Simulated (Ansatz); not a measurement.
# ZnC2: the cost of one run

Computed with Ansatz 0.2.0 (DFT PBE, scalar-relativistic, plane waves, PAW, unless a step's input says otherwise).

1 further run of the same task is left out (set aside as unsound or not needed).

### Step 1. The system as given

It takes space group I4/mmm (No. 139, tetragonal). The conventional cell has a = 4.301 Å, b = 4.301 Å, c = 5.026 Å, α = 90.00°, β = 90.00°, γ = 90.00°. Zn (site symmetry 4/mmm) has 2 C at 1.89 Å as nearest neighbours. C (site symmetry 4mm) is surrounded by 1 C at 1.24 Å.

Coordinates:

```xyz
3
Lattice="-2.1503 2.1503 2.5132 2.1503 -2.1503 2.5132 2.1503 2.1503 -2.5132" Properties=species:S:1:pos:R:3 pbc="T T T"
Zn    0.0000    0.0000    0.0000
C     0.0000    0.0000    3.1329
C     0.0000    0.0000    1.8934
```

The cell was made up by rule, so the compound may not exist in this form.

It is the result of an earlier relaxation at this level (volume 15.49 Å³/atom; gap on the mesh: 3.71 eV).

It is a trial structure (swap of Ca by Zn in CaC2), so another structure or a mixture of phases may lie lower.

### Step 2. The cell under 5 GPa

What is minimised here is the enthalpy; the energy can go up as the cell is squeezed.

The input, input.yaml:

```yaml
crystal:
  lattice:
    - [-2.1502781349, 2.1502781349, 2.5131542088]
    - [2.1502781349, -2.1502781349, 2.5131542088]
    - [2.1502781349, 2.1502781349, -2.5131542088]
  atoms:
    - { symbol: Zn, position: [0.0, 0.0, 0.0] }
    - { symbol: C, position: [0.6233051663, 0.6233051663, 0.0] }
    - { symbol: C, position: [0.3766948337, 0.3766948337, 0.0] }
basis:
  ecutwfc: 420
kpoints:
  mp_grid: { grid: [8, 8, 8] }
hamiltonian:
  xc: pbe
scf:
  occupations: { method: fixed }
output:
  forces: true
  stress: true
  eigenvalues: true
relax:
  adjacent_minimum: "off"
  f_tol: 0.001
  max_steps: 60
  cell: { stress_tol: 0.02, p_target: 5.0 }
```

**Question.** How long does this run take on 1 thread of an x86-64 CPU, shared host, and how much memory does it need?

About 17 s, with a peak of 0.43 GiB.
